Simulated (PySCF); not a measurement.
# GeBrF₃: core binding energies at several levels of theory

Aim: compute the core binding energies of GeBrF₃ (`[F][Ge]([F])([F])[Br]`) at several levels, and see how far they spread and what each costs.

The runs use PySCF 2.14.0, with density-fitted response routines of our own; the level of theory stands in each step. All values are computed, except where a source is named. Atoms count from 0, in the outputs and in this text.

## Step 1: Starting geometry

5 atoms, charge 0, multiplicity 1; geometry from: GFN2-xTB. The atoms were then displaced at random by about 0.01 Å, so the start is not that level's minimum.

Bonds of the start (Å): F0–Ge1 1.70, Ge1–F2 1.70, Ge1–F3 1.70, Ge1–Br4 2.23.

## Step 2: Geometry optimisation at PBE0-D3(BJ)/def2-SVP

Job settings and geometry (Å):

```
{"job": {"xc": "PBE0", "basis": "def2-SVP", "d3": "d3bj", "grid": 1, "shake": 0.01, "kind": "geom"}, "charge": 0, "multiplicity": 1}
F     -0.786330    -0.745370    -1.332910
Ge    -0.037000    -0.000840    -0.005220
F     -0.759810    -0.729010     1.355700
F     -0.568140     1.612130     0.008340
Br     2.184860    -0.170880    -0.063800
```

On the command line:

```console
> OMP_NUM_THREADS=1 python probes_run.py task.json out
```

One launch serves the whole session: the jobs run in the order shown.

The log of the run:

```text
step   0  E = -4949.18764262  max force = 0.007936
step   1  E = -4949.18753929  max force = 0.012771
step   2  E = -4949.18839330  max force = 0.002066
step   3  E = -4949.18843878  max force = 0.000973
step   4  E = -4949.18845464  max force = 0.000469
step   5  E = -4949.18846822  max force = 0.000975
step   6  E = -4949.18848634  max force = 0.001429
step   7  E = -4949.18850567  max force = 0.001104
step   8  E = -4949.18853683  max force = 0.000575
step   9  E = -4949.18855424  max force = 0.000501
step  10  E = -4949.18855887  max force = 0.000258
optimisation converged
```

Wall time 52 s (1 thread of Arm Neoverse V2, shared host); peak memory 0.43 GiB.

Relaxation path: (the energy doesn't fall at every step)

| step | energy from step 0 (eV) | largest force component (eV/Å) |
| --- | --- | --- |
| 0 | 0.0000 | 0.4081 |
| 1 | 0.0028 | 0.6567 |
| 2 | -0.0204 | 0.1062 |
| 3 | -0.0217 | 0.0500 |
| 4 | -0.0221 | 0.0241 |
| 5 | -0.0225 | 0.0501 |
| 6 | -0.0230 | 0.0735 |
| 7 | -0.0235 | 0.0568 |
| 8 | -0.0243 | 0.0296 |
| 9 | -0.0248 | 0.0258 |
| 10 | -0.0249 | 0.0133 |

Close pairs (by a distance rule), those that changed most:

| bond | before (Å) | after (Å) | change (Å) |
| --- | --- | --- | --- |
| Ge1–Br4 | 2.229 | 2.241 | +0.012 |
| F0–Ge1 | 1.697 | 1.707 | +0.010 |
| Ge1–F3 | 1.698 | 1.707 | +0.009 |
| Ge1–F2 | 1.704 | 1.707 | +0.003 |

The next job starts from the end point, and lists it.

| at the end point | value |
| --- | --- |
| point group (found at 0.08 Å tolerance) | C3v |
| rotational constants (GHz, main isotopes) | 3.525, 1.277, 1.275 |
| dipole moment (D) | 1.69 |

## Step 3: X-ray photoelectron lines: SCAN, X2C

Job settings and geometry (Å):

```
{"job": {"kind": "xps"}, "charge": 0, "multiplicity": 1}
F     -1.135768    -0.925901    -1.260303
Ge    -0.197611    -0.197280    -0.034317
F     -0.746938    -0.832121     1.452217
F     -0.563841     1.470266    -0.040880
Br     1.993781    -0.553944    -0.336246
```

Method: delta-SCF UKS SCAN, pcX-2 on the ionised atom, pcseg-1 elsewhere, spin-free X2C.

The log of the run:

```text
ground state, core basis on atom 0 (F), 127 functions
  cycle   1  E = -4992.30326562  |g| = 9.56e-01
  cycle   2  E = -4991.79792487  |g| = 2.01e+00
  cycle   3  E = -4992.45417406  |g| = 1.40e-01
  cycle   4  E = -4992.45740440  |g| = 9.44e-02
  cycle   5  E = -4992.45905294  |g| = 2.53e-02
  cycle   6  E = -4992.45917016  |g| = 1.05e-02
  cycle   7  E = -4992.45918619  |g| = 2.07e-03
  cycle   8  E = -4992.45919017  |g| = 3.70e-04
  E(ground) = -4992.72469920 Eh
hole in F 1s of atom 0
  cycle   1  E = -4966.07702624  |g| = 2.59e+00
  cycle   2  E = -4965.87319798  |g| = 2.20e+00
  cycle   3  E = -4966.86621458  |g| = 4.91e-01
  cycle   4  E = -4966.88379373  |g| = 4.46e-01
  cycle   5  E = -4966.98413224  |g| = 4.85e-02
  cycle   6  E = -4966.98387790  |g| = 4.73e-02
  cycle   7  E = -4966.98497722  |g| = 6.47e-03
  cycle   8  E = -4966.98500187  |g| = 1.27e-03
  cycle   9  E = -4966.98500449  |g| = 7.83e-04
  cycle  10  E = -4966.98500409  |g| = 5.07e-04
  cycle  11  E = -4966.98500505  |g| = 4.80e-05
  E(ion) = -4967.25734241 Eh   <S^2> = 0.7572   hole on atom = 1.000   binding energy = 693.002 eV
```

Wall time 3.1 s (1 thread of Arm Neoverse V2, shared host); peak memory 0.44 GiB.

Binding energies by hole, beside the orbital energy of the ground state; the difference holds orbital relaxation and, for a density functional, its self-interaction error:

| hole | stands for | environment | ΔSCF (eV) | −ε (eV) | ⟨S²⟩ |
| --- | --- | --- | --- | --- | --- |
| F1s on F0 | F0, F2, F3 | fluorine bonded to Ge | 693.00 | 667.5 | 0.757 |

Each hole run stands for the others of its class of like atoms.

## Step 4: Core-electron binding energies: B3LYP, X2C

Settings changed since step 3:

```diff
@@ -1,2 +1,2 @@
-{"job": {"kind": "xps"}, "charge": 0, "multiplicity": 1}
+{"job": {"kind": "xps", "xc": "B3LYP"}, "charge": 0, "multiplicity": 1}
 F     -1.135768    -0.925901    -1.260303
```

Level: delta-SCF UKS B3LYP, pcX-2 on the ionised atom, pcseg-1 elsewhere, spin-free X2C.

The log of the run:

```text
ground state, core basis on atom 0 (F), 127 functions
  cycle   1  E = -4992.48476111  |g| = 9.49e-01
  cycle   2  E = -4992.15396527  |g| = 1.73e+00
  cycle   3  E = -4992.64696754  |g| = 9.65e-02
  cycle   4  E = -4992.64869921  |g| = 5.53e-02
  cycle   5  E = -4992.64932217  |g| = 1.52e-02
  cycle   6  E = -4992.64934904  |g| = 4.32e-03
  cycle   7  E = -4992.64935125  |g| = 5.58e-04
  cycle   8  E = -4992.64935582  |g| = 1.05e-04
  E(ground) = -4992.65729524 Eh
hole in F 1s of atom 0
  cycle   1  E = -4966.27969481  |g| = 2.60e+00
  cycle   2  E = -4966.23467548  |g| = 2.15e+00
  cycle   3  E = -4967.13908339  |g| = 3.65e-01
  cycle   4  E = -4967.14730764  |g| = 3.15e-01
  cycle   5  E = -4967.19377002  |g| = 3.04e-02
  cycle   6  E = -4967.19389286  |g| = 2.11e-02
  cycle   7  E = -4967.19411766  |g| = 2.43e-03
  cycle   8  E = -4967.19412381  |g| = 3.83e-04
  E(ion) = -4967.20186601 Eh   <S^2> = 0.7549   hole on atom = 1.000   binding energy = 692.678 eV
```

Wall time 5.8 s (1 thread of Arm Neoverse V2, shared host); peak memory 0.44 GiB.

The holes in one table. −ε is the ground-state orbital energy:

| hole | stands for | environment | ΔSCF (eV) | −ε (eV) | ⟨S²⟩ |
| --- | --- | --- | --- | --- | --- |
| F1s on F0 | F0, F2, F3 | fluorine bonded to Ge | 692.68 | 672.9 | 0.755 |

Each hole run stands for the others of its class of like atoms.

## Step 5: X-ray photoelectron lines: PBE0, X2C

Settings changed since step 4:

```diff
@@ -1,2 +1,2 @@
-{"job": {"kind": "xps", "xc": "B3LYP"}, "charge": 0, "multiplicity": 1}
+{"job": {"kind": "xps", "xc": "PBE0"}, "charge": 0, "multiplicity": 1}
 F     -1.135768    -0.925901    -1.260303
```

Method: delta-SCF UKS PBE0, pcX-2 on the ionised atom, pcseg-1 elsewhere, spin-free X2C.

The log of the run:

```text
ground state, core basis on atom 0 (F), 127 functions
  cycle   1  E = -4991.57801309  |g| = 8.81e-01
  cycle   2  E = -4991.36567985  |g| = 1.47e+00
  cycle   3  E = -4991.72044599  |g| = 7.77e-02
  cycle   4  E = -4991.72154775  |g| = 4.05e-02
  cycle   5  E = -4991.72188861  |g| = 1.12e-02
  cycle   6  E = -4991.72190364  |g| = 3.39e-03
  cycle   7  E = -4991.72190856  |g| = 3.61e-04
  E(ground) = -4991.72835573 Eh
hole in F 1s of atom 0
  cycle   1  E = -4965.36972430  |g| = 2.60e+00
  cycle   2  E = -4965.44419557  |g| = 2.03e+00
  cycle   3  E = -4966.24870072  |g| = 3.17e-01
  cycle   4  E = -4966.25758503  |g| = 2.60e-01
  cycle   5  E = -4966.28735807  |g| = 2.70e-02
  cycle   6  E = -4966.28752604  |g| = 1.49e-02
  cycle   7  E = -4966.28764837  |g| = 1.76e-03
  cycle   8  E = -4966.28764956  |g| = 3.73e-04
  E(ion) = -4966.29389221 Eh   <S^2> = 0.7555   hole on atom = 1.000   binding energy = 692.107 eV
```

It took 5.7 s on 1 thread of Arm Neoverse V2, shared host; peak memory 0.44 GiB.

Binding energies by hole, beside the orbital energy of the ground state; the difference holds orbital relaxation and, for a density functional, its self-interaction error:

| hole | stands for | environment | ΔSCF (eV) | −ε (eV) | ⟨S²⟩ |
| --- | --- | --- | --- | --- | --- |
| F1s on F0 | F0, F2, F3 | fluorine bonded to Ge | 692.11 | 675.3 | 0.755 |

Each hole run stands for the others of its class of like atoms.

## Step 6: Core-electron binding energies: PBE, X2C

Settings changed since step 5:

```diff
@@ -1,2 +1,2 @@
-{"job": {"kind": "xps", "xc": "PBE0"}, "charge": 0, "multiplicity": 1}
+{"job": {"kind": "xps", "xc": "PBE"}, "charge": 0, "multiplicity": 1}
 F     -1.135768    -0.925901    -1.260303
```

Level: delta-SCF UKS PBE, pcX-2 on the ionised atom, pcseg-1 elsewhere, spin-free X2C.

The log of the run:

```text
ground state, core basis on atom 0 (F), 127 functions
  cycle   1  E = -4991.44619699  |g| = 9.50e-01
  cycle   2  E = -4990.76201085  |g| = 2.23e+00
  cycle   3  E = -4991.60279484  |g| = 1.70e-01
  cycle   4  E = -4991.60810289  |g| = 1.12e-01
  cycle   5  E = -4991.61055698  |g| = 3.53e-02
  cycle   6  E = -4991.61078873  |g| = 1.14e-02
  cycle   7  E = -4991.61082171  |g| = 2.14e-03
  cycle   8  E = -4991.61081772  |g| = 2.50e-04
  E(ground) = -4991.61962672 Eh
hole in F 1s of atom 0
  cycle   1  E = -4965.26741482  |g| = 2.62e+00
  cycle   2  E = -4964.73339339  |g| = 2.46e+00
  cycle   3  E = -4966.00353017  |g| = 5.87e-01
  cycle   4  E = -4966.00315212  |g| = 5.65e-01
  cycle   5  E = -4966.18948654  |g| = 3.95e-02
  cycle   6  E = -4966.19021823  |g| = 1.75e-02
  cycle   7  E = -4966.19037991  |g| = 5.90e-03
  cycle   8  E = -4966.19039910  |g| = 2.39e-03
  cycle   9  E = -4966.19039986  |g| = 2.36e-04
  E(ion) = -4966.19896754 Eh   <S^2> = 0.7544   hole on atom = 1.000   binding energy = 691.731 eV
```

It took 2.1 s on 1 thread of Arm Neoverse V2, shared host; peak memory 0.44 GiB.

Binding energies by hole, beside the orbital energy of the ground state; the difference holds orbital relaxation and, for a density functional, its self-interaction error:

| hole | stands for | environment | ΔSCF (eV) | −ε (eV) | ⟨S²⟩ |
| --- | --- | --- | --- | --- | --- |
| F1s on F0 | F0, F2, F3 | fluorine bonded to Ge | 691.73 | 661.2 | 0.754 |

Each hole run stands for the others of its class of like atoms.

## Step 7: Core-electron binding energies: HF, X2C

Settings changed since step 6:

```diff
@@ -1,2 +1,2 @@
-{"job": {"kind": "xps", "xc": "PBE"}, "charge": 0, "multiplicity": 1}
+{"job": {"kind": "xps", "xc": "HF"}, "charge": 0, "multiplicity": 1}
 F     -1.135768    -0.925901    -1.260303
```

Method: delta-SCF UKS HF, pcX-2 on the ionised atom, pcseg-1 elsewhere, spin-free X2C.

The log of the run:

```text
ground state, core basis on atom 0 (F), 127 functions
  cycle   1  E = -4987.78087859  |g| = 7.75e-01
  cycle   2  E = -4987.86117500  |g| = 4.93e-01
  cycle   3  E = -4987.89953089  |g| = 4.54e-02
  cycle   4  E = -4987.90008378  |g| = 1.33e-02
  cycle   5  E = -4987.90015494  |g| = 3.04e-03
  cycle   6  E = -4987.90015972  |g| = 1.00e-03
  cycle   7  E = -4987.90016023  |g| = 3.35e-04
  E(ground) = -4987.90016023 Eh
hole in F 1s of atom 0
  cycle   1  E = -4961.55185676  |g| = 2.56e+00
  cycle   2  E = -4962.22281746  |g| = 1.19e+00
  cycle   3  E = -4962.45153976  |g| = 7.95e-02
  cycle   4  E = -4962.45323668  |g| = 2.39e-02
  cycle   5  E = -4962.45348402  |g| = 1.26e-02
  cycle   6  E = -4962.45358174  |g| = 3.39e-03
  cycle   7  E = -4962.45359207  |g| = 7.76e-04
  cycle   8  E = -4962.45359305  |g| = 4.07e-04
  E(ion) = -4962.45359305 Eh   <S^2> = 0.7614   hole on atom = 1.000   binding energy = 692.436 eV
```

Run time: 4.4 s. Hardware: 1 thread of Arm Neoverse V2, shared host; peak memory 0.44 GiB.

The holes in one table. −ε is the ground-state orbital energy:

| hole | stands for | environment | ΔSCF (eV) | −ε (eV) | ⟨S²⟩ |
| --- | --- | --- | --- | --- | --- |
| F1s on F0 | F0, F2, F3 | fluorine bonded to Ge | 692.44 | 717.0 | 0.761 |

Each hole run stands for the others of its class of like atoms.

## Step 8: Core-electron binding energies: SCAN, X2C

Settings changed since step 7:

```diff
@@ -1,2 +1,2 @@
-{"job": {"kind": "xps", "xc": "HF"}, "charge": 0, "multiplicity": 1}
+{"job": {"kind": "xps", "basis": "pcX-1"}, "charge": 0, "multiplicity": 1}
 F     -1.135768    -0.925901    -1.260303
```

Method: delta-SCF UKS SCAN, pcX-1 on the ionised atom, pcseg-1 elsewhere, spin-free X2C.

The log of the run:

```text
ground state, core basis on atom 0 (F), 106 functions
  cycle   1  E = -4992.24147912  |g| = 9.40e-01
  cycle   2  E = -4991.77155929  |g| = 1.94e+00
  cycle   3  E = -4992.38891222  |g| = 1.16e-01
  cycle   4  E = -4992.39131557  |g| = 7.72e-02
  cycle   5  E = -4992.39267722  |g| = 1.94e-02
  cycle   6  E = -4992.39273323  |g| = 1.07e-02
  cycle   7  E = -4992.39274828  |g| = 1.89e-03
  cycle   8  E = -4992.39275136  |g| = 2.71e-04
  E(ground) = -4992.65880617 Eh
hole in F 1s of atom 0
  cycle   1  E = -4966.01847348  |g| = 2.58e+00
  cycle   2  E = -4965.80185762  |g| = 2.17e+00
  cycle   3  E = -4966.78535636  |g| = 4.98e-01
  cycle   4  E = -4966.81384745  |g| = 4.32e-01
  cycle   5  E = -4966.90873529  |g| = 4.96e-02
  cycle   6  E = -4966.90863487  |g| = 4.45e-02
  cycle   7  E = -4966.90961154  |g| = 5.75e-03
  cycle   8  E = -4966.90962955  |g| = 1.11e-03
  cycle   9  E = -4966.90963001  |g| = 7.77e-04
  cycle  10  E = -4966.90963035  |g| = 4.00e-04
  E(ion) = -4967.18206315 Eh   <S^2> = 0.7568   hole on atom = 1.000   binding energy = 693.257 eV
```

Run time: 2.4 s. Hardware: 1 thread of Arm Neoverse V2, shared host; peak memory 0.44 GiB.

Binding energies by hole, beside the orbital energy of the ground state; the difference holds orbital relaxation and, for a density functional, its self-interaction error:

| hole | stands for | environment | ΔSCF (eV) | −ε (eV) | ⟨S²⟩ |
| --- | --- | --- | --- | --- | --- |
| F1s on F0 | F0, F2, F3 | fluorine bonded to Ge | 693.26 | 667.1 | 0.757 |

Each hole run stands for the others of its class of like atoms.

## Step 9: X-ray photoelectron lines: SCAN, X2C

Settings changed since step 8:

```diff
@@ -1,2 +1,2 @@
-{"job": {"kind": "xps", "basis": "pcX-1"}, "charge": 0, "multiplicity": 1}
+{"job": {"kind": "xps", "basis": "def2-TZVP"}, "charge": 0, "multiplicity": 1}
 F     -1.135768    -0.925901    -1.260303
```

Level: delta-SCF UKS SCAN, def2-TZVP on the ionised atom, pcseg-1 elsewhere, spin-free X2C.

The log of the run:

```text
ground state, core basis on atom 0 (F), 113 functions
  cycle   1  E = -4992.29794124  |g| = 9.44e-01
  cycle   2  E = -4991.79930691  |g| = 1.99e+00
  cycle   3  E = -4992.44750589  |g| = 1.37e-01
  cycle   4  E = -4992.45072616  |g| = 8.98e-02
  cycle   5  E = -4992.45228538  |g| = 2.52e-02
  cycle   6  E = -4992.45239941  |g| = 8.35e-03
  cycle   7  E = -4992.45240558  |g| = 1.55e-03
  cycle   8  E = -4992.45241213  |g| = 2.84e-04
  E(ground) = -4992.71755627 Eh
hole in F 1s of atom 0
  cycle   1  E = -4966.06985089  |g| = 2.46e+00
  cycle   2  E = -4965.89751238  |g| = 1.92e+00
  cycle   3  E = -4966.80413394  |g| = 5.40e-01
  cycle   4  E = -4966.86742200  |g| = 4.09e-01
  cycle   5  E = -4966.94812338  |g| = 6.25e-02
  cycle   6  E = -4966.94830634  |g| = 4.83e-02
  cycle   7  E = -4966.94950236  |g| = 5.34e-03
  cycle   8  E = -4966.94951753  |g| = 1.22e-03
  cycle   9  E = -4966.94951783  |g| = 7.53e-04
  cycle  10  E = -4966.94951956  |g| = 4.17e-04
  E(ion) = -4967.22130783 Eh   <S^2> = 0.7564   hole on atom = 1.000   binding energy = 693.788 eV
```

It took 2.8 s on 1 thread of Arm Neoverse V2, shared host; peak memory 0.44 GiB.

The holes in one table. −ε is the ground-state orbital energy:

| hole | stands for | environment | ΔSCF (eV) | −ε (eV) | ⟨S²⟩ |
| --- | --- | --- | --- | --- | --- |
| F1s on F0 | F0, F2, F3 | fluorine bonded to Ge | 693.79 | 667.5 | 0.756 |

Each hole run stands for the others of its class of like atoms.

## Step 10: Core holes by ΔSCF: SCAN, non-relativistic

Settings changed since step 9:

```diff
@@ -1,2 +1,2 @@
-{"job": {"kind": "xps", "basis": "def2-TZVP"}, "charge": 0, "multiplicity": 1}
+{"job": {"kind": "xps", "x2c": false}, "charge": 0, "multiplicity": 1}
 F     -1.135768    -0.925901    -1.260303
```

Level: delta-SCF UKS SCAN, pcX-2 on the ionised atom, pcseg-1 elsewhere, non-relativistic.

The log of the run:

```text
ground state, core basis on atom 0 (F), 127 functions
  cycle   1  E = -4950.02032204  |g| = 9.78e-01
  cycle   2  E = -4949.48614387  |g| = 2.06e+00
  cycle   3  E = -4950.17859997  |g| = 1.33e-01
  cycle   4  E = -4950.18067901  |g| = 1.07e-01
  cycle   5  E = -4950.18279567  |g| = 2.48e-02
  cycle   6  E = -4950.18288175  |g| = 1.13e-02
  cycle   7  E = -4950.18290910  |g| = 2.00e-03
  cycle   8  E = -4950.18290510  |g| = 3.86e-04
  E(ground) = -4950.44477000 Eh
hole in F 1s of atom 0
  cycle   1  E = -4923.82724225  |g| = 2.58e+00
  cycle   2  E = -4923.64011673  |g| = 2.19e+00
  cycle   3  E = -4924.61908721  |g| = 4.83e-01
  cycle   4  E = -4924.63589226  |g| = 4.40e-01
  cycle   5  E = -4924.73007756  |g| = 5.11e-02
  cycle   6  E = -4924.72989723  |g| = 4.71e-02
  cycle   7  E = -4924.73101248  |g| = 6.10e-03
  cycle   8  E = -4924.73103293  |g| = 1.23e-03
  cycle   9  E = -4924.73103202  |g| = 7.85e-04
  cycle  10  E = -4924.73103366  |g| = 4.61e-04
  E(ion) = -4924.99978485 Eh   <S^2> = 0.7571   hole on atom = 1.000   binding energy = 692.393 eV
```

Wall time 2.7 s (1 thread of Arm Neoverse V2, shared host); peak memory 0.44 GiB.

The holes in one table. −ε is the ground-state orbital energy:

| hole | stands for | environment | ΔSCF (eV) | −ε (eV) | ⟨S²⟩ |
| --- | --- | --- | --- | --- | --- |
| F1s on F0 | F0, F2, F3 | fluorine bonded to Ge | 692.39 | 666.8 | 0.757 |

Each hole run stands for the others of its class of like atoms.

## Step 11: Results

| quantity | value |
| --- | --- |
| point group | C3v |
| rotational constants (main isotopes) | 3.53, 1.28, 1.27 GHz |
| F1s binding energies, SCAN/pcX-2 | F0 693.00 eV |
| F1s binding energies, B3LYP/pcX-2 | F0 692.68 eV |
| F1s binding energies, PBE0/pcX-2 | F0 692.11 eV |
| F1s binding energies, PBE/pcX-2 | F0 691.73 eV |
| F1s binding energies, HF/pcX-2 | F0 692.44 eV |
| F1s binding energies, SCAN/pcX-1 | F0 693.26 eV |
| F1s binding energies, SCAN/def2-TZVP | F0 693.79 eV |
| F1s binding energies, SCAN/pcX-2, non-relativistic | F0 692.39 eV |

Single values in the summary come from the first sound run of each kind (SCAN/pcX-2), which need not be the best level. The start of the PBE0/def2-SVP relaxation was shaken at random by about 0.01 Å, so part of the energy gained, and of the first lengths quoted, undoes that. The optimisation took 10 steps and gained 0.025 eV; among the close pairs (by a distance rule), Ge1–Br4 changed most, from 2.229 to 2.241 Å.
